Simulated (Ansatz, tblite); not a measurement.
# The cluster Ti2Te3: one state, many levels

Aim: run the singlet of the cluster Ti2Te3 at one geometry on many levels, and compare frontier levels, spin and run time.

Program: Ansatz 0.2.0, Gaussian basis. Level of theory: as each input shows. These are calculated values, not measurements.

Plan: GFN1-xTB, GFN2-xTB, PBE-D4/def2-TZVP, r2SCAN-D4/def2-TZVP, HSE06-D4/def2-TZVP, r2SCANh-D4/def2-TZVP, CAM-B3LYP-D4/def2-TZVP, PBE-D4/def2-SVP, PBE0-D4/def2-SVP, CCSD(T)/def2-SVP, MP2/def2-TZVP.

7 further runs of the same task are left out: 7 set aside as unsound or not needed. Runs told in other sessions of the task aren't counted.

### 1 The relaxed structure

The singlet was relaxed beforehand with PBE-D4/def2-SVP. At that level it is the lowest of the isomers that a small search found.

5 atoms, charge 0, spin multiplicity 1.

Bond lengths: Ti1–Te3 2.646 Å, Ti1–Te4 2.646 Å, Ti1–Te5 2.646 Å, Ti2–Te3 2.646 Å, Ti2–Te4 2.646 Å, Ti2–Te5 2.646 Å. Angles: Te3–Ti1–Te4 101.2°, Te3–Ti1–Te5 101.3°, Te4–Ti1–Te5 101.3°, Te3–Ti2–Te4 101.2°, Te3–Ti2–Te5 101.3°, Te4–Ti2–Te5 101.3°, Ti1–Te3–Ti2 53.6°, Ti1–Te4–Ti2 53.6°, Ti1–Te5–Ti2 53.6°.

Te takes a core potential in the def2 sets. No spin-orbit coupling is included.

PBE0-D4/def2-TZVP was run before; its log isn't repeated, and its numbers join the tables.

### 2 GFN1-xTB

Tight binding, by tblite at 300 K electronic temperature and without a spin-polarisation term:

```python
tblite.interface.Calculator('GFN1-xTB', numbers, positions, charge=0, uhf=0).singlepoint()
```

Energy -380.8650 eV, HOMO -9.55 eV, LUMO -9.17 eV; 0.007 s.

### 3 GFN2-xTB

Tight binding, by tblite at 300 K electronic temperature and without a spin-polarisation term:

```python
tblite.interface.Calculator('GFN2-xTB', numbers, positions, charge=0, uhf=0).singlepoint()
```

Energy -338.3109 eV, HOMO -8.98 eV, LUMO -8.74 eV; 0.008 s.

### 4 PBE-D4/def2-TZVP

start.molden holds the orbitals of an earlier run on this state, given as this run's starting guess.

in.yaml

```yaml
crystal:
  periodic: [false, false, false]
  atoms:
    - {symbol: Ti, position_ang: [-1.104401, 0.397969, -0.212466]}
    - {symbol: Ti, position_ang: [1.104385, -0.398031, 0.212442]}
    - {symbol: Te, position_ang: [0.893163, 1.923437, -1.039791]}
    - {symbol: Te, position_ang: [-0.442754, 0.009775, 2.320014]}
    - {symbol: Te, position_ang: [-0.450393, -1.933150, -1.280200]}
basis:
  gaussian: {orbitals: def2-TZVP, initial_orbitals: start.molden}
hamiltonian: {xc: pbe, dispersion: d4}
scf: {omitted_lower_state_checks: [starts]}
output: {forces: true, orbitals: {seedname: orbitals}}
```

Command:

```sh
> ansatz run in.yaml --threads 4 --pin off --events-out ev --progress --plain --max-ram 4787MiB
```

Output:

```text
Functional definition: PBE
  name "PBE"
  cite "Perdew, Burke & Ernzerhof, Phys. Rev. Lett. 77, 3865 (1996) doi:10.1103/PhysRevLett.77.3865"
  parent pbe
  parameter kappa = 0.804
  parameter beta = 0.06672455060314922
  exchange = pbe_x(kappa = kappa, mu = beta*pi^2/3)
  correlation = pbe_c(beta = beta)
these checks for a lower state are left out or cut short: starts
1984 factors; their error is unknown
mean field evaluation 1: about -68103.9478 eV, gradient 1.2e1 eV
mean field evaluation 2: about -68104.2473 eV, gradient 4.9e-1 eV
mean field evaluation 4: about -68103.8783 eV, gradient 8.9e-1 eV
mean field evaluation 8: about -68103.8786 eV, gradient 1.9e-5 eV
mean field -68103.87859653 eV, -2502.7713759557 hartree, gradient 1.9e-5 eV, S^2 0.000000; 0 other end points of the search recorded, 0 dependent functions left out
the calculation of the forces begins
reference -68103.87863396 eV, -2502.7713773310 hartree; 58, 58 occupied and 182, 182 virtual orbitals, 1984 factors
Total energy: -68104.28383728 eV, -2502.7862682786 hartree
Atom 0 at    -1.104401     0.397969    -0.212466 Å, force    -0.135624     0.048903    -0.026009 eV/Å
Atom 1 at     1.104385    -0.398031     0.212442 Å, force     0.135647    -0.048773     0.026048 eV/Å
Atom 2 at     0.893163     1.923437    -1.039791 Å, force    -0.014692    -0.031819     0.017032 eV/Å
Atom 3 at    -0.442754     0.009775     2.320014 Å, force     0.007213    -0.000337    -0.038339 eV/Å
Atom 4 at    -0.450393    -1.933150    -1.280200 Å, force     0.007456     0.032026     0.021268 eV/Å
Dipole moment:    -0.000005    -0.000024    -0.000010 e Å
Checks for a lower state left out: starts
```

It took 3 s on 4 threads of Intel Xeon 6975P-C, shared host.

Report: HOMO -4.71 eV, LUMO -3.75 eV.

### 5 r2SCAN-D4/def2-TZVP

in.yaml, as its differences from that of step 4:

```diff
@@ -10,4 +10,4 @@
   gaussian: {orbitals: def2-TZVP, initial_orbitals: start.molden}
-hamiltonian: {xc: pbe, dispersion: d4}
+hamiltonian: {xc: r2scan, dispersion: d4}
 scf: {omitted_lower_state_checks: [starts]}
-output: {forces: true, orbitals: {seedname: orbitals}}
+output: {orbitals: {seedname: orbitals}}
```

Same command.

Output:

```text
Functional definition: r2SCAN
  name "r2SCAN"
  cite "Furness, Kaplan, Ning, Perdew & Sun, J. Phys. Chem. Lett. 11, 8208 (2020) doi:10.1021/acs.jpclett.0c02405"
  cite "Furness, Kaplan, Ning, Perdew & Sun, J. Phys. Chem. Lett. 11, 9248 (2020) doi:10.1021/acs.jpclett.0c03077"
  parent r2scan
  parameter k0 = 0.174
  parameter k1 = 0.065
  parameter a1 = 4.9479
  exchange = r2scan_x(k0 = k0, k1 = k1, a1 = a1)
  correlation = r2scan_c
these checks for a lower state are left out or cut short: starts
1984 factors; their error is unknown
mean field evaluation 1: about -68123.1547 eV, gradient 8.9e0 eV
mean field evaluation 2: about -68123.2992 eV, gradient 2.2e-1 eV
mean field evaluation 4: about -68122.9229 eV, gradient 2.5e-3 eV
mean field -68122.92292818 eV, -2503.4712422349 hartree, gradient 2.3e-5 eV, S^2 0.000000; 0 other end points of the search recorded, 0 dependent functions left out
reference -68122.92293973 eV, -2503.4712426595 hartree; 58, 58 occupied and 182, 182 virtual orbitals, 1984 factors
Total energy: -68122.99577950 eV, -2503.4739194715 hartree
Checks for a lower state left out: starts
```

Wall time 4.5 s (4 threads of Intel Xeon 6975P-C, shared host).

Report: HOMO -4.87 eV, LUMO -3.69 eV.

### 6 HSE06-D4/def2-TZVP

in.yaml, as its differences from that of step 5:

```diff
@@ -10,3 +10,3 @@
   gaussian: {orbitals: def2-TZVP, initial_orbitals: start.molden}
-hamiltonian: {xc: r2scan, dispersion: d4}
+hamiltonian: {xc: hse06, dispersion: d4}
 scf: {omitted_lower_state_checks: [starts]}
```

The command is unchanged.

Output:

```text
Functional definition: HSE06
  name "HSE06"
  cite "Heyd, Scuseria & Ernzerhof, J. Chem. Phys. 118, 8207 (2003) doi:10.1063/1.1564060"
  cite "Krukau, Vydrov, Izmaylov & Scuseria, J. Chem. Phys. 125, 224106 (2006) doi:10.1063/1.2404663"
  cite "Heyd & Scuseria, J. Chem. Phys. 120, 7274 (2004) doi:10.1063/1.1668634"
  cite "Ernzerhof & Perdew, J. Chem. Phys. 109, 3313 (1998) doi:10.1063/1.476928"
  cite "Perdew, Burke & Ernzerhof, Phys. Rev. Lett. 77, 3865 (1996) doi:10.1103/PhysRevLett.77.3865"
  parent pbe
  parameter a = 0.25
  parameter omega = 0.11/bohr
  # The whole range is PBE's own exchange, as in plane waves. The composition of these papers is wPBEh.
  exchange = pbe_x - a*pbe_x_sr(omega) + a*exact_x_sr(omega)
  correlation = pbe_c
these checks for a lower state are left out or cut short: starts
2246 factors; their error is unknown
109 factors; integrals over basis functions are off by at most 4.1e-7 eV
mean field evaluation 1: about -68103.8385 eV, gradient 8.5e-1 eV
mean field evaluation 2: about -68103.8396 eV, gradient 1.8e-3 eV
mean field evaluation 4: about -68104.5035 eV, gradient 5.9e-4 eV
mean field -68104.50351218 eV, -2502.7943411821 hartree, gradient 2.4e-5 eV, S^2 0.000000; 0 other end points of the search recorded, 0 dependent functions left out
reference -68104.50354990 eV, -2502.7943425682 hartree; 58, 58 occupied and 182, 182 virtual orbitals, 2246 factors
Total energy: -68104.85199055 eV, -2502.8071475261 hartree
Checks for a lower state left out: starts
```

It took 5 s on 4 threads of Intel Xeon 6975P-C, shared host; peak memory 1.3 GiB.

HOMO -5.07 eV, LUMO -3.33 eV.

### 7 r2SCANh-D4/def2-TZVP

in.yaml, as its differences from that of step 6:

```diff
@@ -10,3 +10,3 @@
   gaussian: {orbitals: def2-TZVP, initial_orbitals: start.molden}
-hamiltonian: {xc: hse06, dispersion: d4}
+hamiltonian: {xc: {name: r2SCANh}, dispersion: d4}
 scf: {omitted_lower_state_checks: [starts]}
```

Same command.

Output:

```text
Functional definition: r2SCANh
  name "r2SCANh"
  cite "Bursch, Neugebauer, Ehlert & Grimme, J. Chem. Phys. 156, 134105 (2022) doi:10.1063/5.0086040"
  cite "Furness, Kaplan, Ning, Perdew & Sun, J. Phys. Chem. Lett. 11, 8208 (2020) doi:10.1021/acs.jpclett.0c02405"
  cite "Furness, Kaplan, Ning, Perdew & Sun, J. Phys. Chem. Lett. 11, 9248 (2020) doi:10.1021/acs.jpclett.0c03077"
  parent r2scan
  parameter a = 0.1
  parameter k0 = 0.174
  parameter k1 = 0.065
  parameter a1 = 4.9479
  exchange = (1 - a)*r2scan_x(k0 = k0, k1 = k1, a1 = a1) + a*exact_x
  correlation = r2scan_c
these checks for a lower state are left out or cut short: starts
2063 factors; their error is unknown
mean field evaluation 1: about -68120.8507 eV, gradient 6.3e0 eV
mean field evaluation 2: about -68120.9025 eV, gradient 7.4e-2 eV
mean field evaluation 4: about -68120.9408 eV, gradient 5.3e-4 eV
mean field -68120.94079999 eV, -2503.3984003674 hartree, gradient 2.4e-5 eV, S^2 0.000000; 0 other end points of the search recorded, 0 dependent functions left out
reference -68120.94081063 eV, -2503.3984007586 hartree; 58, 58 occupied and 182, 182 virtual orbitals, 2063 factors
Total energy: -68121.02797265 eV, -2503.4016039036 hartree
Checks for a lower state left out: starts
```

Run time: 6.5 s. Hardware: 4 threads of Intel Xeon 6975P-C, shared host; peak memory 1.3 GiB.

From the report: HOMO -5.14 eV, LUMO -3.38 eV.

### 8 CAM-B3LYP-D4/def2-TZVP

in.yaml, as its differences from that of step 7:

```diff
@@ -10,3 +10,3 @@
   gaussian: {orbitals: def2-TZVP, initial_orbitals: start.molden}
-hamiltonian: {xc: {name: r2SCANh}, dispersion: d4}
+hamiltonian: {xc: {name: CAM-B3LYP}, dispersion: d4}
 scf: {omitted_lower_state_checks: [starts]}
```

Launched as before.

Output:

```text
Functional definition: CAM-B3LYP
  name "CAM-B3LYP"
  cite "Yanai, Tew & Handy, Chem. Phys. Lett. 393, 51 (2004) doi:10.1016/j.cplett.2004.06.011"
  cite "Iikura, Tsuneda, Yanai & Hirao, J. Chem. Phys. 115, 3540 (2001) doi:10.1063/1.1383587"
  cite "Becke, Phys. Rev. A 38, 3098 (1988) doi:10.1103/PhysRevA.38.3098"
  cite "Lee, Yang & Parr, Phys. Rev. B 37, 785 (1988) doi:10.1103/PhysRevB.37.785"
  cite "Vosko, Wilk & Nusair, Can. J. Phys. 58, 1200 (1980) doi:10.1139/p80-159"
  parameter alpha = 0.19
  parameter beta = 0.46
  parameter omega = 0.33/bohr
  parameter ac = 0.81
  # Exact exchange under (alpha + beta erf(omega r))/r, Becke's under what is left of 1/r.
  exchange = (1 - alpha - beta)*b88_x + beta*b88_x_sr(omega) + alpha*exact_x + beta*exact_x_lr(omega)
  correlation = (1 - ac)*vwn5_c + ac*lyp_c
these checks for a lower state are left out or cut short: starts
2174 factors; their error is unknown
444 factors; integrals over basis functions are off by at most 1.8e-5 eV
mean field evaluation 1: about -68114.6548 eV, gradient 6.7e0 eV
mean field evaluation 2: about -68114.7378 eV, gradient 1.3e-1 eV
mean field evaluation 4: about -68115.1544 eV, gradient 1.9e-3 eV
mean field -68115.15444758 eV, -2503.1857558387 hartree, gradient 2.4e-5 eV, S^2 0.000000; 0 other end points of the search recorded, 0 dependent functions left out
reference -68115.15456414 eV, -2503.1857601223 hartree; 58, 58 occupied and 182, 182 virtual orbitals, 2174 factors
Total energy: -68115.54168012 eV, -2503.1999863721 hartree
Checks for a lower state left out: starts
```

Wall time 6.5 s (4 threads of Intel Xeon 6975P-C, shared host); peak memory 1.4 GiB.

Report: HOMO -6.36 eV, LUMO -1.99 eV.

### 9 PBE-D4/def2-SVP

in.yaml, as its differences from that of step 8:

```diff
@@ -9,4 +9,4 @@
 basis:
-  gaussian: {orbitals: def2-TZVP, initial_orbitals: start.molden}
-hamiltonian: {xc: {name: CAM-B3LYP}, dispersion: d4}
+  gaussian: {orbitals: def2-SVP, initial_orbitals: start.molden}
+hamiltonian: {xc: pbe, dispersion: d4}
 scf: {omitted_lower_state_checks: [starts]}
```

The command is unchanged.

Output:

```text
Functional definition: PBE
  name "PBE"
  cite "Perdew, Burke & Ernzerhof, Phys. Rev. Lett. 77, 3865 (1996) doi:10.1103/PhysRevLett.77.3865"
  parent pbe
  parameter kappa = 0.804
  parameter beta = 0.06672455060314922
  exchange = pbe_x(kappa = kappa, mu = beta*pi^2/3)
  correlation = pbe_c(beta = beta)
these checks for a lower state are left out or cut short: starts
1720 factors; their error is unknown
mean field evaluation 1: about -68096.6188 eV, gradient 3.8e1 eV
mean field evaluation 2: about -68097.1365 eV, gradient 7.9e-1 eV
mean field evaluation 4: about -68097.1224 eV, gradient 1.2e-1 eV
mean field -68097.12245435 eV, -2502.5230923098 hartree, gradient 3.9e-5 eV, S^2 0.000000; 0 other end points of the search recorded, 0 dependent functions left out
reference -68097.12250677 eV, -2502.5230942363 hartree; 58, 58 occupied and 82, 82 virtual orbitals, 1720 factors
Total energy: -68097.52771010 eV, -2502.5379851839 hartree
Checks for a lower state left out: starts
```

It took 1.4 s on 4 threads of Intel Xeon 6975P-C, shared host.

Report: HOMO -4.59 eV, LUMO -3.59 eV.

### 10 PBE0-D4/def2-SVP

in.yaml, as its differences from that of step 9:

```diff
@@ -10,3 +10,3 @@
   gaussian: {orbitals: def2-SVP, initial_orbitals: start.molden}
-hamiltonian: {xc: pbe, dispersion: d4}
+hamiltonian: {xc: pbe0, dispersion: d4}
 scf: {omitted_lower_state_checks: [starts]}
```

Launched as before.

Output:

```text
Functional definition: PBE0
  name "PBE0"
  cite "Adamo & Barone, J. Chem. Phys. 110, 6158 (1999) doi:10.1063/1.478522"
  cite "Perdew, Burke & Ernzerhof, Phys. Rev. Lett. 77, 3865 (1996) doi:10.1103/PhysRevLett.77.3865"
  parent pbe
  parameter a = 0.25
  parameter kappa = 0.804
  parameter beta = 0.06672455060314922
  exchange = (1 - a)*pbe_x(kappa = kappa, mu = beta*pi^2/3) + a*exact_x
  correlation = pbe_c(beta = beta)
these checks for a lower state are left out or cut short: starts
1699 factors; integrals over basis functions are off by at most 6.5e-4 eV
mean field evaluation 1: about -68098.0757 eV, gradient 3.6e1 eV
mean field evaluation 2: about -68098.2582 eV, gradient 3.4e-1 eV
mean field evaluation 4: about -68098.3762 eV, gradient 2.2e-3 eV
mean field -68098.37616409 eV, -2502.5691652932 hartree, gradient 1.8e-5 eV, S^2 0.000000; 0 other end points of the search recorded, 0 dependent functions left out
reference -68098.37620586 eV, -2502.5691668282 hartree; 58, 58 occupied and 82, 82 virtual orbitals, 1699 factors
Total energy: -68098.72920939 eV, -2502.5821394687 hartree
Checks for a lower state left out: starts
```

Wall time 2.6 s (4 threads of Intel Xeon 6975P-C, shared host).

HOMO -5.34 eV, LUMO -2.83 eV.

### 11 CCSD(T)/def2-SVP

in.yaml, as its differences from that of step 10:

```diff
@@ -10,3 +10,3 @@
   gaussian: {orbitals: def2-SVP, initial_orbitals: start.molden}
-hamiltonian: {xc: pbe0, dispersion: d4}
+correlation: {method: ccsd_t}
 scf: {omitted_lower_state_checks: [starts]}
```

Same command.

Output:

```text
Functional definition: HF
  name "HF"
  cite "Fock, Z. Phys. 61, 126 (1930) doi:10.1007/BF01340294"
  parent pbe
  exchange = exact_x
  correlation = 0
these checks for a lower state are left out or cut short: starts
1699 factors; integrals over basis functions are off by at most 6.5e-4 eV
mean field evaluation 1: about -67962.3018 eV, gradient 4.0e1 eV
mean field evaluation 2: about -67964.0563 eV, gradient 3.2e0 eV
mean field evaluation 4: about -67964.7555 eV, gradient 1.8e0 eV
mean field evaluation 8: about -67964.7708 eV, gradient 5.1e-4 eV
mean field evaluation 16: about -67955.0027 eV, gradient 2.8e1 eV
mean field evaluation 32: about -67955.1031 eV, gradient 3.6e1 eV
mean field evaluation 64: about -67959.8299 eV, gradient 4.3e-1 eV
mean field evaluation 96: about -67959.8297 eV, gradient 5.9e-2 eV
mean field evaluation 128: about -67959.6080 eV, gradient 4.3e0 eV
mean field evaluation 160: about -67962.2352 eV, gradient 8.6e-1 eV
mean field -67964.77080758 eV, -2497.6592590025 hartree, gradient 7.7e-6 eV, S^2 0.000000; 1 other end points of the search recorded, 0 dependent functions left out; unrestricted orbitals would lower it
mean field evaluation 192: about -67966.4775 eV, gradient 2.5e-1 eV
determinant -67964.77080758 eV, -2497.6592590025 hartree, with singles and doubles -67991.72800474 eV, -2498.6499177256 hartree
determinant -67962.36523868 eV, -2497.5708559759 hartree, with singles and doubles -67986.76591483 eV, -2498.4675642851 hartree
unrestricted determinant -67967.02016268 eV, -2497.7419212775 hartree, S^2 0.9918
22 core orbitals not correlated: weight in the atoms' cores, before any rotation towards them, 1.000 or more for the frozen orbitals, at most 0.000 for the correlated occupied ones
reference -67964.77080758 eV, -2497.6592590025 hartree; 36, 36 occupied and 82, 82 virtual orbitals, 1699 factors
second order -28.99334335 eV of doubles, -0.00000000 eV of singles
cycle   1  -26.97994210 eV  change   -2.3e-2 eV  update   1.1e-2
cycle   2  -26.95044176 eV  change    3.0e-2 eV  update   9.8e-3
cycle   3  -26.96520301 eV  change   -1.5e-2 eV  update   5.6e-3
cycle   4  -26.96286243 eV  change    2.3e-3 eV  update   2.9e-3
cycle   5  -26.97191240 eV  change   -9.0e-3 eV  update   1.3e-3
cycle   6  -26.97060114 eV  change    1.3e-3 eV  update   6.3e-4
cycle   7  -26.97058135 eV  change    2.0e-5 eV  update   3.2e-4
cycle   8  -26.97063340 eV  change   -5.2e-5 eV  update   2.2e-4
cycle   9  -26.97038193 eV  change    2.5e-4 eV  update   6.9e-5
cycle  10  -26.97038246 eV  change   -5.3e-7 eV  update   4.4e-5
perturbative correction -2.57024515 eV, -0.0944547671 hartree
Total energy: -67994.31143520 eV, -2498.7448570439 hartree
Checks for a lower state left out: starts
```

Wall time 42 s (4 threads of Intel Xeon 6975P-C, shared host); peak memory 1.4 GiB.

Report: Hartree-Fock HOMO -6.92 eV, LUMO -0.99 eV; T1 0.040. Doubts: restricted state is unstable towards broken spin symmetry.

### 12 MP2/def2-TZVP

in.yaml, as its differences from that of step 11:

```diff
@@ -9,4 +9,4 @@
 basis:
-  gaussian: {orbitals: def2-SVP, initial_orbitals: start.molden}
-correlation: {method: ccsd_t}
+  gaussian: {orbitals: def2-TZVP, initial_orbitals: start.molden}
+correlation: {method: mp2}
 scf: {omitted_lower_state_checks: [starts]}
```

Same command.

Output:

```text
Functional definition: HF
  name "HF"
  cite "Fock, Z. Phys. 61, 126 (1930) doi:10.1007/BF01340294"
  parent pbe
  exchange = exact_x
  correlation = 0
these checks for a lower state are left out or cut short: starts
2244 factors; integrals over basis functions are off by at most 4.7e-4 eV
mean field evaluation 1: about -67968.5792 eV, gradient 3.2e1 eV
mean field evaluation 2: about -67970.7297 eV, gradient 3.5e0 eV
mean field evaluation 4: about -67971.5157 eV, gradient 2.1e0 eV
mean field evaluation 8: about -67971.5371 eV, gradient 1.0e-3 eV
mean field -67971.53712993 eV, -2497.9079167624 hartree, gradient 1.9e-6 eV, S^2 0.000000; 0 other end points of the search recorded, 0 dependent functions left out; unrestricted orbitals would lower it
mean field evaluation 16: about -67973.3161 eV, gradient 3.2e0 eV
unrestricted determinant -67973.77446045 eV, -2497.9901371423 hartree, S^2 0.9766
22 core orbitals not correlated: weight in the atoms' cores, before any rotation towards them, 1.000 or more for the frozen orbitals, at most 0.000 for the correlated occupied ones
reference -67971.53712993 eV, -2497.9079167624 hartree; 36, 36 occupied and 182, 182 virtual orbitals, 2244 factors
second order -61.49404522 eV of doubles, -0.00000000 eV of singles
Total energy: -68033.03117515 eV, -2500.1677812420 hartree
Checks for a lower state left out: starts
```

It took 18 s on 4 threads of Intel Xeon 6975P-C, shared host; peak memory 1.3 GiB.

Report: Hartree-Fock HOMO -6.99 eV, LUMO -0.96 eV. Doubts: restricted state is unstable towards broken spin symmetry.

### 13 Levels side by side

```
                 level  functions  HOMO (eV)  LUMO (eV)  gap (eV)   time
       PBE-D4/def2-SVP        140      -4.59      -3.59      1.00  1.4 s
      PBE-D4/def2-TZVP        240      -4.71      -3.75      0.97    3 s
   r2SCAN-D4/def2-TZVP        240      -4.87      -3.69      1.18  4.5 s
  r2SCANh-D4/def2-TZVP        240      -5.14      -3.38      1.75  6.5 s
      PBE0-D4/def2-SVP        140      -5.34      -2.83      2.51  2.6 s
     PBE0-D4/def2-TZVP        240      -5.42      -2.96      2.46    5 s
    HSE06-D4/def2-TZVP        240      -5.07      -3.33      1.74    5 s
CAM-B3LYP-D4/def2-TZVP        240      -6.36      -1.99      4.37  6.5 s
```

The pieces so far (eV):

```csv
basis,HF,MP2 correlation,CCSD correlation,(T),total
def2-SVP,-67964.7708,-28.9933,-26.9704,-2.5702,-67994.3114
def2-TZVP,-67971.5371,-61.4940,,,-68033.0312 (MP2)
```

The correlation energy is far from converged in these sets, so it jumps between bases; where outer-core shells are correlated, the sets cover them unevenly.

### 14 Binding energy

Free atoms were run apart at each level; binding is atoms less cluster, divided by the number of atoms, without zero-point or spin-orbit terms.

| level | binding an atom (eV) |
| --- | --- |
| HF/def2-SVP | 0.513 |
| HF/def2-TZVP | 0.555 |
| PBE-D4/def2-SVP | 3.621 |
| PBE0-D4/def2-SVP | 3.041 |
| PBE0-D4/def2-TZVP | 3.027 |
| HSE06-D4/def2-TZVP | 3.035 |
| CAM-B3LYP-D4/def2-TZVP | 2.668 |
| MP2/def2-SVP | 3.222 |
| MP2/def2-TZVP | 3.534 |
| CCSD/def2-SVP | 2.323 |
| CCSD(T)/def2-SVP | 2.769 |

### 15 Outcome

| quantity | value |
| --- | --- |
| gap in def2-TZVP, named functionals, smallest and largest | 0.97 eV (PBE-D4), 4.37 eV (CAM-B3LYP-D4) |
| correlation energy, CCSD(T)/def2-SVP | -29.54 eV |
| correlation energy, MP2/def2-TZVP | -61.49 eV |
| binding an atom, functionals in def2-TZVP | 2.67 (CAM-B3LYP-D4) to 3.03 eV (HSE06-D4) |
| PBE0 total energy, smallest basis above largest | 6.65 eV (def2-SVP, def2-TZVP) |

In words: Orbital gaps of the named functionals in def2-TZVP span 0.97 eV (PBE-D4) to 4.37 eV (CAM-B3LYP-D4); exact exchange widens it. Notes on CCSD(T)/def2-SVP and its Hartree-Fock reference, which MP2 shares: restricted state is unstable towards broken spin symmetry.

The slowest run with a step of its own, CCSD(T)/def2-SVP, took 42 s; the quickest functional in def2-TZVP took 3 s (shared host).
